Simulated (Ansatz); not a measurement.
# CH₂ClFOSi: a ladder of functionals and wavefunction methods

The task here is to estimate one member of a computed series from the others.

Program: Ansatz 0.2.0, Gaussian basis. Level of theory: functionals in def2-TZVPP, the program's frozen cores in correlated methods. These are calculated values, not measurements.

The runs, in order: LDA (SPW92), PBE-D4, revPBE-D4, BLYP-D4, r2SCAN-D4, B97M-V, PBE0-D4, B3LYP-D4, r2SCANh-D4, r2SCAN0-D4, HSE06-D4, BHLYP-D4, CAM-B3LYP-D4, LC-ωPBE, ωB97X-V, ωB97M-V, B2PLYP, PBE-QIDH; CCSD(T)/def2-SVP; CCSD(T)/def2-TZVPP; MP2/def2-QZVPP; extrapolation to the limit; RPA on PBE.

## The relaxed structure

All runs share one geometry, relaxed beforehand with PBE0-D4 in a triple-zeta def2 set.

SMILES `F[Si@H]1O[C@@H]1Cl`, 7 atoms, charge 0, spin multiplicity 1.

Atoms are counted from 1 here; the program's logs count them from 0.

Bond lengths: F1–Si2 1.580 Å, Si2–O3 1.645 Å, Si2–C4 1.797 Å, Si2–H6 1.467 Å, O3–C4 1.464 Å, C4–Cl5 1.757 Å, C4–H7 1.085 Å. Angles: F1–Si2–O3 117.3°, F1–Si2–C4 123.1°, F1–Si2–H6 108.7°, O3–Si2–C4 50.1°, O3–Si2–H6 119.3°, C4–Si2–H6 125.6°, Si2–O3–C4 70.3°, Si2–C4–O3 59.5°, Si2–C4–Cl5 122.8°, Si2–C4–H7 125.7°, O3–C4–Cl5 113.9°, O3–C4–H7 112.4°, Cl5–C4–H7 109.5°.

Set-up of the first run:

in.yaml

```yaml
crystal:
  periodic: [false, false, false]
  atoms:
    - {symbol: F, position_ang: [-1.129632, -1.513330, 1.223860]}
    - {symbol: Si, position_ang: [-0.207916, -0.292294, 0.827587]}
    - {symbol: O, position_ang: [1.051985, -0.596743, -0.185614]}
    - {symbol: C, position_ang: [0.055366, 0.226651, -0.872879]}
    - {symbol: Cl, position_ang: [0.629841, 1.830434, -1.301128]}
    - {symbol: H, position_ang: [0.010492, 0.538591, 2.016446]}
    - {symbol: H, position_ang: [-0.348935, -0.261409, -1.754073]}
basis:
  gaussian: {orbitals: def2-TZVPP}
hamiltonian: {xc: lda}
output: {orbitals: {seedname: orbitals}}
```

Command:

```console
> ansatz run in.yaml --threads 2 --pin off --events-out ev --progress --plain --max-ram 4352MiB
```

Among the steps run: LDA; PBE-D4 (GGA); revPBE-D4 (GGA); BLYP-D4 (GGA); r2SCAN-D4 (meta-GGA); B97M-V (meta-GGA); B3LYP-D4 (hybrid); r2SCANh-D4 (hybrid); r2SCAN0-D4 (hybrid); HSE06-D4 (hybrid); BHLYP-D4 (hybrid); CAM-B3LYP-D4 (range-separated); LC-ωPBE (range-separated); ωB97X-V (range-separated); ωB97M-V (range-separated); B2PLYP (double hybrid); PBE-QIDH (double hybrid).

One of the session's tables, all rows but one given; the rest of the session is left out.

```
  functional  HOMO (eV)  gap (eV)
 LDA (SPW92)      -6.65      5.11
      PBE-D4      -6.48      5.17
   revPBE-D4      -6.42      5.20
     BLYP-D4      -6.36      5.13
   r2SCAN-D4      -6.74      5.72
      B97M-V      -6.81      5.68
     PBE0-D4      -7.80      7.35
    B3LYP-D4      -7.58      6.87
  r2SCANh-D4      -7.23      6.52
  r2SCAN0-D4      -7.97      7.70
    HSE06-D4          ?         ?
    BHLYP-D4      -9.04      9.42
CAM-B3LYP-D4      -9.19      9.72
     LC-ωPBE     -10.53     12.29
     ωB97X-V     -10.16     11.79
     ωB97M-V     -10.02     11.34
```

Q: Estimate the row for HSE06-D4 from the others.

The run gave: HOMO (eV): -7.40; gap (eV): 6.57. In the column «HOMO (eV)» it lies between B3LYP-D4 (-7.58) and r2SCANh-D4 (-7.23).
